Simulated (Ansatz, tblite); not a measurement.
**In11P12 zinc blende off sphere (In₁₁P₁₂H₃₂+): charged states by level of theory**

What does removing or adding an electron cost or gain for In11P12 zinc blende off sphere (In₁₁P₁₂H₃₂+)? Each charged state is run at several levels.

The runs use Ansatz 0.2.0, Gaussian basis; as each input shows.

The runs, in order: charge +2 doublet, at the geometry of the singlet (PBE0-D4/def2-SVP, PBE-D4/def2-SVP, LC-ωPBE/def2-SVP); charge 0 doublet, at the geometry of the singlet (PBE0-D4/def2-SVP, PBE-D4/def2-SVP, LC-ωPBE/def2-SVP); the starting singlet's energies come from earlier runs.

1 further run of the same task is left out (for a known fault of the program).

## 1. The geometry

The singlet was relaxed beforehand with PBE-D4/def2-SVP.

55 atoms, charge 1, spin multiplicity 1.

Atoms are counted from 1 here; the program's logs count them from 0.

Bond lengths: In1–P13 2.670 Å, In1–P14 2.659 Å, In1–H24 1.729 Å, In1–H25 1.735 Å, In2–P12 2.682 Å, In2–P16 2.682 Å, In2–H26 1.727 Å, In2–H27 1.723 Å, In3–P15 2.666 Å, In3–P17 2.649 Å, In3–H28 1.726 Å, In3–H29 1.748 Å, In4–P13 2.559 Å, In4–P18 2.624 Å, In4–P19 2.637 Å, In4–H30 1.727 Å, In5–P15 2.569 Å, In5–P18 2.661 Å and more. Angles: P13–In1–P14 94.0°, P13–In1–H24 107.1°, P13–In1–H25 103.9°, P14–In1–H24 107.6°, P14–In1–H25 104.7°, H24–In1–H25 132.9°, P12–In2–P16 97.5°, P12–In2–H26 103.4°, P12–In2–H27 104.7°, P16–In2–H26 103.4°, P16–In2–H27 104.9°, H26–In2–H27 136.7°, P15–In3–P17 93.0°, P15–In3–H28 108.1°, P15–In3–H29 102.6°, P17–In3–H28 111.2°, P17–In3–H29 103.2°, H28–In3–H29 131.8° and more.

In takes a core potential in the def2 sets. No spin-orbit coupling is included. The ion is computed in the gas phase, without counter-ions or solvent.

## 2. Charge +2 doublet at the fixed geometry, PBE0-D4/def2-SVP

File in.yaml:

```yaml
crystal:
  periodic: [false, false, false]
  atoms:
    - {symbol: In, position_ang: [-5.067580, 1.659418, -0.441379]}
    - {symbol: In, position_ang: [-2.619283, -3.733853, 2.988908]}
    - {symbol: In, position_ang: [1.026314, -4.375434, -0.695349]}
    - {symbol: In, position_ang: [-2.050071, 2.100097, -3.752724]}
    - {symbol: In, position_ang: [1.376600, -1.229431, -3.881319]}
    - {symbol: In, position_ang: [-1.637172, -1.030034, -0.875734]}
    - {symbol: In, position_ang: [-1.339180, 1.810430, 2.602508]}
    - {symbol: In, position_ang: [1.356981, -1.265790, 1.863246]}
    - {symbol: In, position_ang: [1.346211, 1.693798, -0.760952]}
    - {symbol: In, position_ang: [4.550308, -0.929189, -0.655724]}
    - {symbol: In, position_ang: [3.941608, 2.622074, 3.127737]}
    - {symbol: P, position_ang: [-3.120835, -2.520907, 0.649765]}
    - {symbol: P, position_ang: [-3.240954, 0.587220, -2.067084]}
    - {symbol: P, position_ang: [-3.262179, 2.841306, 1.112832]}
    - {symbol: P, position_ang: [-0.119990, -2.546077, -2.260142]}
    - {symbol: P, position_ang: [-0.169302, -2.718955, 3.391022]}
    - {symbol: P, position_ang: [2.771981, -2.642503, 0.287697]}
    - {symbol: P, position_ang: [-0.386232, 0.457513, -4.943068]}
    - {symbol: P, position_ang: [-0.214827, 3.212999, -2.220439]}
    - {symbol: P, position_ang: [2.765852, 0.227068, -2.271294]}
    - {symbol: P, position_ang: [-0.217800, 0.370590, 0.705721]}
    - {symbol: P, position_ang: [2.796799, 0.226917, 3.455106]}
    - {symbol: P, position_ang: [2.833120, 3.192738, 0.736140]}
    - {symbol: H, position_ang: [-5.878707, 2.897494, -1.335599]}
    - {symbol: H, position_ang: [-5.636829, 0.311534, 0.491272]}
    - {symbol: H, position_ang: [-3.602578, -2.862384, 4.109192]}
    - {symbol: H, position_ang: [-2.351896, -5.385376, 2.576359]}
    - {symbol: H, position_ang: [1.804363, -5.536868, -1.708232]}
    - {symbol: H, position_ang: [-0.134429, -4.550349, 0.599756]}
    - {symbol: H, position_ang: [-2.870228, 3.216046, -4.784971]}
    - {symbol: H, position_ang: [2.214854, -2.044857, -5.155337]}
    - {symbol: H, position_ang: [-2.094572, 0.658296, 3.660078]}
    - {symbol: H, position_ang: [-0.169632, 3.050162, 2.959277]}
    - {symbol: H, position_ang: [5.745177, -1.726213, -1.612202]}
    - {symbol: H, position_ang: [4.689328, 0.265181, 0.616737]}
    - {symbol: H, position_ang: [5.590944, 2.296265, 2.754287]}
    - {symbol: H, position_ang: [3.068460, 3.653767, 4.200115]}
    - {symbol: H, position_ang: [-3.684299, -3.490294, -0.239438]}
    - {symbol: H, position_ang: [-4.292026, -1.711373, 0.809192]}
    - {symbol: H, position_ang: [-3.974279, -0.267718, -2.956796]}
    - {symbol: H, position_ang: [-4.017645, 3.704199, 1.969644]}
    - {symbol: H, position_ang: [-2.660149, 3.881614, 0.334375]}
    - {symbol: H, position_ang: [-1.042461, -3.220179, -3.127594]}
    - {symbol: H, position_ang: [0.683112, -3.788976, 3.811358]}
    - {symbol: H, position_ang: [-0.195847, -2.005475, 4.632143]}
    - {symbol: H, position_ang: [3.504247, -3.399710, 1.263880]}
    - {symbol: H, position_ang: [-1.226720, -0.341433, -5.783481]}
    - {symbol: H, position_ang: [0.253242, 1.196127, -5.991235]}
    - {symbol: H, position_ang: [0.574351, 4.103277, -3.016030]}
    - {symbol: H, position_ang: [-0.827529, 4.191108, -1.374544]}
    - {symbol: H, position_ang: [3.454517, 1.171181, -3.102847]}
    - {symbol: H, position_ang: [2.023429, 0.294698, 4.658972]}
    - {symbol: H, position_ang: [3.810647, -0.658305, 3.942943]}
    - {symbol: H, position_ang: [2.078936, 4.403645, 0.853035]}
    - {symbol: H, position_ang: [3.843910, 3.684882, -0.149730]}
basis:
  gaussian: {orbitals: def2-SVP, fitting: {mean_field: def2-universal-jkfit}}
total_charge: 2
magnetization: {spin_polarized: true, initial_magnetization: 1}
hamiltonian: {xc: pbe0, dispersion: d4}
scf: {omitted_lower_state_checks: [starts]}
output: {orbitals: {seedname: orbitals}}
```

On the command line:

```bash
$ ansatz run in.yaml --threads 5 --pin off --events-out ev --progress --plain --max-ram 66560MiB --backend cuda --devices 0, --max-vram 37GiB
```

What it wrote:

```text
Functional definition: PBE0
  name "PBE0"
  cite "Adamo & Barone, J. Chem. Phys. 110, 6158 (1999) doi:10.1063/1.478522"
  cite "Perdew, Burke & Ernzerhof, Phys. Rev. Lett. 77, 3865 (1996) doi:10.1103/PhysRevLett.77.3865"
  parent pbe
  parameter a = 0.25
  parameter kappa = 0.804
  parameter beta = 0.06672455060314922
  exchange = (1 - a)*pbe_x(kappa = kappa, mu = beta*pi^2/3) + a*exact_x
  correlation = pbe_c(beta = beta)
these checks for a lower state are left out or cut short: starts
4510 factors; integrals over basis functions are off by at most 3.4e-1 eV
mean field evaluation 1: about -168808.5341 eV, gradient 3.4e1 eV
mean field evaluation 2: about -168799.5900 eV, gradient 4.9e1 eV
mean field evaluation 4: about -168816.5748 eV, gradient 3.8e0 eV
mean field evaluation 8: about -168816.7305 eV, gradient 6.3e-1 eV
mean field evaluation 16: about -168816.7811 eV, gradient 1.1e-1 eV
mean field evaluation 32: about -168816.7920 eV, gradient 1.5e-5 eV
mean field -168816.79204444 eV, -6203.9026795018 hartree, gradient 8.4e-6 eV, S^2 0.756054; 0 other end points of the search recorded, 0 dependent functions left out
reference -168816.79215465 eV, -6203.9026835520 hartree; 221, 220 occupied and 441, 442 virtual orbitals, 4510 factors
Total energy: -168820.40670986 eV, -6204.0355160059 hartree
Checks for a lower state left out: starts
```

Run time: 26 s. Hardware: 1 × H100 (card shared with other runs) with 5 threads of AMD EPYC 7R13, shared host; peak host memory 1.5 GiB.

HOMO -11.92 eV, LUMO -11.11 eV (over both spins); ⟨S²⟩ 0.756 (pure: 0.75).

## 3. Charge +2 doublet at the fixed geometry, PBE-D4/def2-SVP

start.molden holds the orbitals of an earlier run on this state, given as this run's starting guess.

in.yaml, as its differences from that of step 2:

```diff
@@ -59,6 +59,6 @@
 basis:
-  gaussian: {orbitals: def2-SVP, fitting: {mean_field: def2-universal-jkfit}}
+  gaussian: {orbitals: def2-SVP, fitting: {mean_field: def2-universal-jkfit}, initial_orbitals: start.molden}
 total_charge: 2
 magnetization: {spin_polarized: true, initial_magnetization: 1}
-hamiltonian: {xc: pbe0, dispersion: d4}
+hamiltonian: {xc: pbe, dispersion: d4}
 scf: {omitted_lower_state_checks: [starts]}
```

Same command.

What it wrote:

```text
Functional definition: PBE
  name "PBE"
  cite "Perdew, Burke & Ernzerhof, Phys. Rev. Lett. 77, 3865 (1996) doi:10.1103/PhysRevLett.77.3865"
  parent pbe
  parameter kappa = 0.804
  parameter beta = 0.06672455060314922
  exchange = pbe_x(kappa = kappa, mu = beta*pi^2/3)
  correlation = pbe_c(beta = beta)
these checks for a lower state are left out or cut short: starts
4510 factors; integrals over basis functions are off by at most 3.4e-1 eV
mean field evaluation 1: about -168805.0232 eV, gradient 1.1e1 eV
mean field evaluation 2: about -168805.7086 eV, gradient 6.8e-1 eV
mean field evaluation 4: about -168805.7312 eV, gradient 1.0e-1 eV
mean field evaluation 8: about -168805.7352 eV, gradient 5.0e-2 eV
mean field evaluation 16: about -168805.7354 eV, gradient 2.1e-5 eV
mean field -168805.73538275 eV, -6203.4963546789 hartree, gradient 2.7e-6 eV, S^2 0.751337; 0 other end points of the search recorded, 0 dependent functions left out
reference -168805.73553053 eV, -6203.4963601099 hartree; 221, 220 occupied and 441, 442 virtual orbitals, 4510 factors
Total energy: -168809.64435250 eV, -6203.6400066676 hartree
Checks for a lower state left out: starts
```

Wall time 24 s (1 × H100 (card shared with other runs) with 5 threads of AMD EPYC 7R13, shared host); peak host memory 1.4 GiB.

HOMO -10.95 eV, LUMO -10.98 eV (over both spins; with the spin held, an empty level of the minority spin lies below the top filled one); ⟨S²⟩ 0.751 (pure: 0.75).

## 4. Charge +2 doublet at the fixed geometry, LC-ωPBE/def2-SVP

in.yaml, as its differences from that of step 3:

```diff
@@ -62,3 +62,3 @@
 magnetization: {spin_polarized: true, initial_magnetization: 1}
-hamiltonian: {xc: pbe, dispersion: d4}
+hamiltonian: {xc: {name: LC-wPBE}}
 scf: {omitted_lower_state_checks: [starts]}
```

The command is unchanged.

What it wrote (excerpt; [...] marks lines left out):

```text
Functional definition: LC-wPBE
  name "LC-wPBE"
  cite "Vydrov & Scuseria, J. Chem. Phys. 125, 234109 (2006) doi:10.1063/1.2409292"
  cite "Heyd & Scuseria, J. Chem. Phys. 120, 7274 (2004) doi:10.1063/1.1668634"
  cite "Ernzerhof & Perdew, J. Chem. Phys. 109, 3313 (1998) doi:10.1063/1.476928"
  cite "Perdew, Burke & Ernzerhof, Phys. Rev. Lett. 77, 3865 (1996) doi:10.1103/PhysRevLett.77.3865"
  parent pbe
[...]
4510 factors; integrals over basis functions are off by at most 3.4e-1 eV
4510 factors; integrals over basis functions are off by at most 1.7e-6 eV
[...]
mean field -168833.18734013 eV, -6204.5051955050 hartree, gradient 1.1e-5 eV, S^2 0.767493; 0 other end points of the search recorded, 0 dependent functions left out
reference -168833.18734015 eV, -6204.5051955059 hartree; 221, 220 occupied and 441, 442 virtual orbitals, 4510 factors
Total energy: -168833.18734015 eV, -6204.5051955059 hartree
Checks for a lower state left out: starts
```

Wall time 37 s (1 × H100 (card shared with other runs) with 5 threads of AMD EPYC 7R13, shared host); peak host memory 1.5 GiB.

HOMO -14.32 eV, LUMO -9.90 eV (over both spins); ⟨S²⟩ 0.767 (pure: 0.75).

## 5. Vertical ionisation energy

Charged state less starting state, singlet to doublet; the starting state's energies are those of its earlier runs.

```tsv
level	vertical ionisation energy (eV)	time
PBE-D4/def2-SVP	+9.73	33 s
PBE0-D4/def2-SVP	+10.25	35 s
LC-ωPBE/def2-SVP	+10.87	62 s
```

Times add the two runs; a level without a time comes out of a correlated run.

Beside −ε(HOMO) of the starting state:

```tsv
level	−ε(HOMO) (eV)	by difference (eV)	mismatch (eV)
PBE-D4/def2-SVP	8.30	9.73	-1.42
PBE0-D4/def2-SVP	9.27	10.25	-0.99
LC-ωPBE/def2-SVP	11.57	10.87	+0.70
```

## 6. Charge 0 doublet at the fixed geometry, PBE0-D4/def2-SVP

in.yaml, as its differences from that of step 4:

```diff
@@ -59,6 +59,5 @@
 basis:
-  gaussian: {orbitals: def2-SVP, fitting: {mean_field: def2-universal-jkfit}, initial_orbitals: start.molden}
-total_charge: 2
+  gaussian: {orbitals: def2-SVP, fitting: {mean_field: def2-universal-jkfit}}
 magnetization: {spin_polarized: true, initial_magnetization: 1}
-hamiltonian: {xc: {name: LC-wPBE}}
+hamiltonian: {xc: pbe0, dispersion: d4}
 scf: {omitted_lower_state_checks: [starts]}
```

Launched as before.

What it wrote (excerpt; [...] marks lines left out):

```text
Functional definition: PBE0
  name "PBE0"
  cite "Adamo & Barone, J. Chem. Phys. 110, 6158 (1999) doi:10.1063/1.478522"
  cite "Perdew, Burke & Ernzerhof, Phys. Rev. Lett. 77, 3865 (1996) doi:10.1103/PhysRevLett.77.3865"
  parent pbe
[...]
4510 factors; integrals over basis functions are off by at most 3.4e-1 eV
[...]
mean field -168830.29848178 eV, -6204.3990319188 hartree, gradient 4.6e-6 eV, S^2 0.753141; 0 other end points of the search recorded, 0 dependent functions left out
reference -168830.29859349 eV, -6204.3990360240 hartree; 222, 221 occupied and 440, 441 virtual orbitals, 4510 factors
Total energy: -168834.03780657 eV, -6204.5364495703 hartree
Checks for a lower state left out: starts
```

It took 34 s on 1 × H100 (card shared with other runs) with 5 threads of AMD EPYC 7R13, shared host; peak host memory 1.5 GiB.

From the report: HOMO -2.43 eV, LUMO -1.71 eV (over both spins); ⟨S²⟩ 0.753 (pure: 0.75).

## 7. Charge 0 doublet at the fixed geometry, PBE-D4/def2-SVP

in.yaml, as its differences from that of step 6:

```diff
@@ -59,5 +59,5 @@
 basis:
-  gaussian: {orbitals: def2-SVP, fitting: {mean_field: def2-universal-jkfit}}
+  gaussian: {orbitals: def2-SVP, fitting: {mean_field: def2-universal-jkfit}, initial_orbitals: start.molden}
 magnetization: {spin_polarized: true, initial_magnetization: 1}
-hamiltonian: {xc: pbe0, dispersion: d4}
+hamiltonian: {xc: pbe, dispersion: d4}
 scf: {omitted_lower_state_checks: [starts]}
```

Launched as before.

What it wrote:

```text
Functional definition: PBE
  name "PBE"
  cite "Perdew, Burke & Ernzerhof, Phys. Rev. Lett. 77, 3865 (1996) doi:10.1103/PhysRevLett.77.3865"
  parent pbe
  parameter kappa = 0.804
  parameter beta = 0.06672455060314922
  exchange = pbe_x(kappa = kappa, mu = beta*pi^2/3)
  correlation = pbe_c(beta = beta)
these checks for a lower state are left out or cut short: starts
4510 factors; integrals over basis functions are off by at most 3.4e-1 eV
mean field evaluation 1: about -168818.3259 eV, gradient 1.1e1 eV
mean field evaluation 2: about -168818.9981 eV, gradient 6.2e-1 eV
mean field evaluation 4: about -168819.0193 eV, gradient 7.1e-2 eV
mean field evaluation 8: about -168819.0195 eV, gradient 2.7e-5 eV
mean field -168819.01951828 eV, -6203.9845376555 hartree, gradient 6.7e-6 eV, S^2 0.750980; 0 other end points of the search recorded, 0 dependent functions left out
reference -168819.01966724 eV, -6203.9845431296 hartree; 222, 221 occupied and 440, 441 virtual orbitals, 4510 factors
Total energy: -168823.06522282 eV, -6204.1332145551 hartree
Checks for a lower state left out: starts
```

Wall time 17 s (1 × H100 (card shared with other runs) with 5 threads of AMD EPYC 7R13, shared host); peak host memory 1.4 GiB.

Report: HOMO -2.37 eV, LUMO -2.27 eV (over both spins); ⟨S²⟩ 0.751 (pure: 0.75).

## 8. Charge 0 doublet at the fixed geometry, LC-ωPBE/def2-SVP

in.yaml, as its differences from that of step 7:

```diff
@@ -61,3 +61,3 @@
 magnetization: {spin_polarized: true, initial_magnetization: 1}
-hamiltonian: {xc: pbe, dispersion: d4}
+hamiltonian: {xc: {name: LC-wPBE}}
 scf: {omitted_lower_state_checks: [starts]}
```

Launched as before.

What it wrote (excerpt; [...] marks lines left out):

```text
Functional definition: LC-wPBE
  name "LC-wPBE"
  cite "Vydrov & Scuseria, J. Chem. Phys. 125, 234109 (2006) doi:10.1063/1.2409292"
  cite "Heyd & Scuseria, J. Chem. Phys. 120, 7274 (2004) doi:10.1063/1.1668634"
  cite "Ernzerhof & Perdew, J. Chem. Phys. 109, 3313 (1998) doi:10.1063/1.476928"
  cite "Perdew, Burke & Ernzerhof, Phys. Rev. Lett. 77, 3865 (1996) doi:10.1103/PhysRevLett.77.3865"
  parent pbe
[...]
4510 factors; integrals over basis functions are off by at most 3.4e-1 eV
4510 factors; integrals over basis functions are off by at most 1.7e-6 eV
[...]
mean field -168846.94928317 eV, -6205.0109375839 hartree, gradient 2.5e-5 eV, S^2 0.763409; 0 other end points of the search recorded, 0 dependent functions left out
reference -168846.94928320 eV, -6205.0109375848 hartree; 222, 221 occupied and 440, 441 virtual orbitals, 4510 factors
Total energy: -168846.94928320 eV, -6205.0109375848 hartree
Checks for a lower state left out: starts
```

Run time: 27 s. Hardware: 1 × H100 (card shared with other runs) with 5 threads of AMD EPYC 7R13, shared host; peak host memory 1.5 GiB.

Report: HOMO -3.58 eV, LUMO 0.12 eV (over both spins); ⟨S²⟩ 0.763 (pure: 0.75).

## 9. Vertical electron affinity

Starting state less charged state (positive: the electron is bound), singlet to doublet; the starting state's energies are those of its earlier runs.

```tsv
level	vertical electron affinity (eV)	time
PBE-D4/def2-SVP	+3.69	26 s
PBE0-D4/def2-SVP	+3.38	43 s
LC-ωPBE/def2-SVP	+2.89	52 s
```

Times add the two runs; a level without a time comes out of a correlated run.

Beside −ε(LUMO) of the starting state:

```tsv
level	−ε(LUMO) (eV)	by difference (eV)	mismatch (eV)
PBE-D4/def2-SVP	4.91	3.69	+1.21
PBE0-D4/def2-SVP	4.21	3.38	+0.83
LC-ωPBE/def2-SVP	2.31	2.89	-0.58
```

## 10. What came out

| quantity | value |
| --- | --- |
| vertical ionisation energy, functionals in def2-SVP | 9.73 (PBE-D4) to 10.87 eV (LC-ωPBE) |
| vertical electron affinity, functionals in def2-SVP | 2.89 (LC-ωPBE) to 3.69 eV (PBE-D4) |

The vertical ionisation energy spans 9.73 to 10.87 eV over the functionals. −ε(HOMO) misses the level's own difference by +0.70 eV at best (LC-ωPBE) and -1.42 eV at worst (PBE-D4). The vertical electron affinity spans 2.89 to 3.69 eV over the functionals. −ε(LUMO) misses the level's own difference by -0.58 eV at best (LC-ωPBE) and +1.21 eV at worst (PBE-D4).
